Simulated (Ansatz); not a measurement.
# CsPbCl3: the cost of one run

Method: DFT PBEsol, scalar-relativistic, plane waves, PAW, and further levels as typed in the inputs, in Ansatz 0.2.0.

### Step 1. The system as given

It takes space group Pm-3m (No. 221, cubic). The conventional cell has a = 5.605 Å, b = 5.605 Å, c = 5.605 Å, α = 90.00°, β = 90.00°, γ = 90.00°. Cs (site symmetry m-3m) has 12 Cl at 3.96 Å as nearest neighbours. Pb (site symmetry m-3m) is surrounded by 6 Cl at 2.80 Å. Cl (site symmetry 4/mmm) has 2 Pb at 2.80 Å and 4 Cs at 3.96 Å as nearest neighbours.

Coordinates:

```xyz
5
Lattice="5.6050 0.0000 0.0000 0.0000 5.6050 0.0000 0.0000 0.0000 5.6050" Properties=species:S:1:pos:R:3 pbc="T T T"
Cs    2.8025    2.8025    2.8025
Pb    0.0000    0.0000    0.0000
Cl    2.8025    0.0000    0.0000
Cl    0.0000    2.8025    0.0000
Cl    0.0000    0.0000    2.8025
```

### Step 2. Relaxing cell and atoms: CsPbCl3, no spin

Input file input.yaml:

```yaml
crystal:
  lattice:
    - [5.605, 0.0, 0.0]
    - [0.0, 5.605, 0.0]
    - [0.0, 0.0, 5.605]
  atoms:
    - { symbol: Cs, position: [0.5, 0.5, 0.5] }
    - { symbol: Pb, position: [0.0, 0.0, 0.0] }
    - { symbol: Cl, position: [0.5, 0.0, 0.0] }
    - { symbol: Cl, position: [0.0, 0.5, 0.0] }
    - { symbol: Cl, position: [0.0, 0.0, 0.5] }
scf:
  occupations: { method: fixed }
output:
  forces: true
  stress: true
  eigenvalues: true
  write_density: true
  write_potential: true
  elf: true
  volumetric_format: npy
hamiltonian:
  xc: pbesol
relax:
  f_tol: 0.005
  max_steps: 60
  cell: { stress_tol: 0.03 }
kpoints:
  mp_grid: { grid: [6, 6, 6] }
```

Launch:

```
> ansatz run input.yaml --threads 4 --pin off --max-ram 12288MiB --backend cpu --events-out ev --progress --plain --runs-dir out
```

**Question.** How long does this run take on 4 threads of Intel Xeon Platinum 8488C (Sapphire Rapids), shared host, and how much memory does it need?

About 7.7 s, with a peak of 0.58 GiB.
